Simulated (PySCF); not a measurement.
# BHBr (SMILES [BH]Br) at UPBE0/STO-3G

Aim: the energy change on altering one bond length of BHBr at UPBE0/STO-3G, from 2 runs. 

The results are computed with PySCF 2.14.0.

14 further runs of the same task are left out: 4 that didn't finish, 10 set aside as unsound or not needed.

### Step 1. Starting point

BHBr: 3 atoms, total charge 0, spin state doublet. As SMILES, `[BH]Br`. The coordinates come from a PBE0-D4/def2-TZVP relaxation.

Bond lengths: B1–Br2 1.868 Å, B1–H3 1.193 Å. Angles: Br2–B1–H3 123.6°.

### Step 2. A single-point energy at UPBE0/STO-3G

run.py reads:

```python
from pyscf import gto, dft

system = gto.Mole()
system.atom = '''
B     -0.094500    -0.523000    -0.115700
Br     1.181000     0.563200     0.709800
H     -1.097400    -0.105000    -0.607300
'''
system.max_memory = 1860
system.charge = 0
system.spin = 1
system.verbose = 4
system.basis = 'sto-3g'
system.build()

ks = dft.UKS(system)
ks.xc = 'pbe0'
ks.conv_tol = 1e-10
ks.grids.level = 5
ks.kernel()
if not ks.converged:
    ks = ks.newton().run(ks.mo_coeff, ks.mo_occ)

energy = ks.e_tot
print('E(%s) = %.9f' % ('PBE0', energy))
```

Command:

```bash
$ OMP_NUM_THREADS=1 python run.py
```

The log of the run:

```text
PySCF version 2.14.0

[INPUT] num. atoms = 3
[INPUT] num. electrons = 41
[INPUT] charge = 0
[INPUT] spin (= nelec alpha-beta = 2S) = 1
[INPUT] symmetry False subgroup None
[INPUT] Mole.unit = angstrom
[INPUT] Symbol           X                Y                Z      unit          X                Y                Z       unit  Magmom
[INPUT]  1 B     -0.094500000000  -0.523000000000  -0.115700000000 AA   -0.178579118771  -0.988326763148  -0.218641312612 Bohr   0.0
[INPUT]  2 Br     1.181000000000   0.563200000000   0.709800000000 AA    2.231766553111   1.064293753355   1.341327603216 Bohr   0.0
[INPUT]  3 H     -1.097400000000  -0.105000000000  -0.607300000000 AA   -2.073785449098  -0.198421243079  -1.147630675448 Bohr   0.0

nuclear repulsion = 58.6237283812187
number of shells = 12
number of NR pGTOs = 72
number of NR cGTOs = 24
basis = sto-3g
ecp = {}

******** <class 'pyscf.dft.uks.UKS'> ********
method = UKS
initial guess = minao
damping factor = 0
level_shift factor = 0
DIIS = <class 'pyscf.scf.diis.CDIIS'>
diis_start_cycle = 1
diis_space = 8
diis_damp = 0
SCF conv_tol = 1e-10
SCF conv_tol_grad = None
SCF max_cycles = 50
direct_scf = True
direct_scf_tol = 1e-13
number electrons alpha = 21  beta = 20
XC library pyscf.dft.libxc version 7.0.0
    S. Lehtola, C. Steigemann, M. J.T. Oliveira, and M. A.L. Marques.,  SoftwareX 7, 1–5 (2018)
XC functionals = pbe0
radial grids:
    Treutler-Ahlrichs [JCP 102, 346 (1995); DOI:10.1063/1.469408] (M4) radial grids

becke partition: Becke, JCP 88, 2547 (1988); DOI:10.1063/1.454033
pruning grids: <function nwchem_prune>
grids dens level: 5
symmetrized grids: False
atomic radii adjust function: <function treutler_atomic_radii_adjust>
small_rho_cutoff = 0
Set gradient conv threshold to 1e-05
tot grids = 111440
init E= -2567.36356601304
[... the frontier-level lines of each cycle are left out ...]


cycle= 1 E= -2570.74362619993  delta_E= -3.38  |g|= 0.232  |ddm|= 1.52
cycle= 2 E= -2570.68953508822  delta_E= 0.0541  |g|= 0.38  |ddm|= 1.17
cycle= 3 E= -2570.81167042541  delta_E= -0.122  |g|= 0.0136  |ddm|= 0.633
cycle= 4 E= -2570.81200719637  delta_E= -0.000337  |g|= 0.00391  |ddm|= 0.0532
cycle= 5 E= -2570.81203920678  delta_E= -3.2e-05  |g|= 0.00121  |ddm|= 0.0156
cycle= 6 E= -2570.81204255294  delta_E= -3.35e-06  |g|= 0.000248  |ddm|= 0.00578
cycle= 7 E= -2570.81204265921  delta_E= -1.06e-07  |g|= 2.84e-05  |ddm|= 0.000869
cycle= 8 E= -2570.81204266177  delta_E= -2.56e-09  |g|= 5.5e-06  |ddm|= 0.000147
cycle= 9 E= -2570.81204266189  delta_E= -1.19e-10  |g|= 1.07e-06  |ddm|= 3.33e-05
cycle= 10 E= -2570.81204266189  delta_E= -2.73e-12  |g|= 1.07e-07  |ddm|= 7.11e-06
Extra cycle  E= -2570.81204266189  delta_E= 1.82e-12  |g|= 4e-08  |ddm|= 3.96e-07
converged SCF energy = -2570.81204266189  <S^2> = 0.75337929  2S+1 = 2.0033764
E(PBE0) = -2570.812042662
```

It took 6.3 s on 1 thread of Arm Neoverse N1, shared host; peak memory 0.21 GiB.

### Step 3. The distorted shape at the same level

job.py reads:

```python
from pyscf import gto, dft

system = gto.Mole()
system.atom = '''
B       -2.390422      -2.478178      -1.601614
Br       1.181000       0.563200       0.709800
H       -3.393322      -2.060178      -2.093214
'''
system.verbose = 4
system.charge = 0
system.basis = 'sto-3g'
system.max_memory = 1860
system.spin = 1
system.build()

mf = dft.UKS(system)
mf.xc = 'pbe0'
mf.conv_tol = 1e-10
mf.grids.level = 5
mf.kernel()
if not mf.converged:
    mf = mf.newton().run(mf.mo_coeff, mf.mo_occ)

energy = mf.e_tot
print(f'total energy: {energy:.8f} hartree')
```

Command:

```bash
$ OMP_NUM_THREADS=1 python job.py
```

The log of the run:

```text
PySCF version 2.14.0

[INPUT] num. atoms = 3
[INPUT] num. electrons = 41
[INPUT] charge = 0
[INPUT] spin (= nelec alpha-beta = 2S) = 1
[INPUT] symmetry False subgroup None
[INPUT] Mole.unit = angstrom
[INPUT] Symbol           X                Y                Z      unit          X                Y                Z       unit  Magmom
[INPUT]  1 B     -2.390422000000  -2.478178000000  -1.601614000000 AA   -4.517242902135  -4.683077707922  -3.026611817269 Bohr   0.0
[INPUT]  2 Br     1.181000000000   0.563200000000   0.709800000000 AA    2.231766553111   1.064293753355   1.341327603216 Bohr   0.0
[INPUT]  3 H     -3.393322000000  -2.060178000000  -2.093214000000 AA   -6.412449232461  -3.893172187854  -3.955601180105 Bohr   0.0

nuclear repulsion = 23.0284446594535
number of shells = 12
number of NR pGTOs = 72
number of NR cGTOs = 24
basis = sto-3g
ecp = {}

******** <class 'pyscf.dft.uks.UKS'> ********
method = UKS
initial guess = minao
damping factor = 0
level_shift factor = 0
DIIS = <class 'pyscf.scf.diis.CDIIS'>
diis_start_cycle = 1
diis_space = 8
diis_damp = 0
SCF conv_tol = 1e-10
SCF conv_tol_grad = None
SCF max_cycles = 50
direct_scf = True
direct_scf_tol = 1e-13
number electrons alpha = 21  beta = 20
XC library pyscf.dft.libxc version 7.0.0
    S. Lehtola, C. Steigemann, M. J.T. Oliveira, and M. A.L. Marques.,  SoftwareX 7, 1–5 (2018)
XC functionals = pbe0
radial grids:
    Treutler-Ahlrichs [JCP 102, 346 (1995); DOI:10.1063/1.469408] (M4) radial grids

becke partition: Becke, JCP 88, 2547 (1988); DOI:10.1063/1.454033
pruning grids: <function nwchem_prune>
grids dens level: 5
symmetrized grids: False
atomic radii adjust function: <function treutler_atomic_radii_adjust>
small_rho_cutoff = 0
Set gradient conv threshold to 1e-05
tot grids = 111440
init E= -2566.87793731251
[... the frontier-level lines of each cycle are left out ...]


cycle= 1 E= -2570.34440993451  delta_E= -3.47  |g|= 0.107  |ddm|= 1.24


cycle= 2 E= -2563.76443162616  delta_E= 6.58  |g|= 0.605  |ddm|= 3.47
cycle= 3 E= -2570.59891977787  delta_E= -6.83  |g|= 0.038  |ddm|= 3.07
cycle= 4 E= -2570.6006619377  delta_E= -0.00174  |g|= 0.0175  |ddm|= 0.0905
cycle= 5 E= -2570.6010609834  delta_E= -0.000399  |g|= 0.00756  |ddm|= 0.054
cycle= 6 E= -2570.60116325751  delta_E= -0.000102  |g|= 0.00404  |ddm|= 0.025
cycle= 7 E= -2570.60118318994  delta_E= -1.99e-05  |g|= 0.0038  |ddm|= 0.00662
cycle= 8 E= -2570.60107074736  delta_E= 0.000112  |g|= 0.00432  |ddm|= 0.0579
cycle= 9 E= -2570.6010746623  delta_E= -3.91e-06  |g|= 0.00258  |ddm|= 0.0175
cycle= 10 E= -2570.60108423051  delta_E= -9.57e-06  |g|= 0.000655  |ddm|= 0.0185
cycle= 11 E= -2570.60108919794  delta_E= -4.97e-06  |g|= 0.000249  |ddm|= 0.0164
cycle= 12 E= -2570.60109298903  delta_E= -3.79e-06  |g|= 0.000222  |ddm|= 0.0161
cycle= 13 E= -2570.60109909185  delta_E= -6.1e-06  |g|= 0.000198  |ddm|= 0.0457
cycle= 14 E= -2570.60109900392  delta_E= 8.79e-08  |g|= 0.000175  |ddm|= 0.0106
cycle= 15 E= -2570.60110124319  delta_E= -2.24e-06  |g|= 0.000178  |ddm|= 0.0127
cycle= 16 E= -2570.60112394845  delta_E= -2.27e-05  |g|= 0.000163  |ddm|= 0.111
cycle= 17 E= -2570.60116798448  delta_E= -4.4e-05  |g|= 0.000273  |ddm|= 0.259
cycle= 18 E= -2570.60119079884  delta_E= -2.28e-05  |g|= 0.000853  |ddm|= 0.206
cycle= 19 E= -2570.60119443414  delta_E= -3.64e-06  |g|= 0.000771  |ddm|= 0.0367
cycle= 20 E= -2570.60120460647  delta_E= -1.02e-05  |g|= 0.000845  |ddm|= 0.166
cycle= 21 E= -2570.60120415392  delta_E= 4.53e-07  |g|= 0.000688  |ddm|= 0.0301
cycle= 22 E= -2570.60120404379  delta_E= 1.1e-07  |g|= 0.000779  |ddm|= 0.0135
cycle= 23 E= -2570.60120230767  delta_E= 1.74e-06  |g|= 0.000589  |ddm|= 0.0479
cycle= 24 E= -2570.60120519182  delta_E= -2.88e-06  |g|= 0.000117  |ddm|= 0.0359
cycle= 25 E= -2570.60120870802  delta_E= -3.52e-06  |g|= 0.000111  |ddm|= 0.122
cycle= 26 E= -2570.60120897477  delta_E= -2.67e-07  |g|= 3.15e-05  |ddm|= 0.0138
cycle= 27 E= -2570.60120911252  delta_E= -1.38e-07  |g|= 1.19e-05  |ddm|= 0.0296
cycle= 28 E= -2570.60120911581  delta_E= -3.3e-09  |g|= 8.7e-06  |ddm|= 0.00552
cycle= 29 E= -2570.60120911647  delta_E= -6.55e-10  |g|= 4.07e-06  |ddm|= 0.000372
cycle= 30 E= -2570.60120911659  delta_E= -1.19e-10  |g|= 3.84e-06  |ddm|= 9.27e-05
cycle= 31 E= -2570.60120911465  delta_E= 1.94e-09  |g|= 2.61e-06  |ddm|= 0.00133
cycle= 32 E= -2570.60120911514  delta_E= -4.92e-10  |g|= 1.75e-06  |ddm|= 0.000347
cycle= 33 E= -2570.60120911805  delta_E= -2.91e-09  |g|= 8.04e-07  |ddm|= 0.00268
cycle= 34 E= -2570.60120911887  delta_E= -8.23e-10  |g|= 2.14e-07  |ddm|= 0.00202
cycle= 35 E= -2570.60120911889  delta_E= -1.41e-11  |g|= 1.24e-07  |ddm|= 0.000143
Extra cycle  E= -2570.60120911889  delta_E= -2.73e-12  |g|= 1.39e-07  |ddm|= 2.06e-06
converged SCF energy = -2570.60120911889  <S^2> = 0.75000035  2S+1 = 2.0000003
total energy: -2570.60120912 hartree
```

It took 17 s on 1 thread of Arm Neoverse N1, shared host; peak memory 0.21 GiB.

### Step 4. Results

At UPBE0/STO-3G:

```
                                                          quantity           value
                                         first shape: total energy  -2570.81204 Eh
                                        first shape: dipole moment          0.21 D
                   first shape: HOMO energy (highest over α and β)        -3.47 eV
                    first shape: LUMO energy (lowest over α and β)         1.19 eV
                                                 first shape: ⟨S²⟩           0.753
                                     distorted shape: total energy  -2570.60121 Eh
                                    distorted shape: dipole moment          1.04 D
               distorted shape: HOMO energy (highest over α and β)        -3.28 eV
                distorted shape: LUMO energy (lowest over α and β)        -2.45 eV
                                             distorted shape: ⟨S²⟩           0.750
energy change with the B1–Br2 bond stretched from 1.868 to 5.229 Å        5.737 eV
```

What this shows: With the B1–Br2 bond stretched from 1.868 to 5.229 Å the energy rises by 5.74 eV (132 kcal/mol). The first shape isn't relaxed at this level, so the change isn't measured from a minimum. The minimal basis adds a large error of its own.
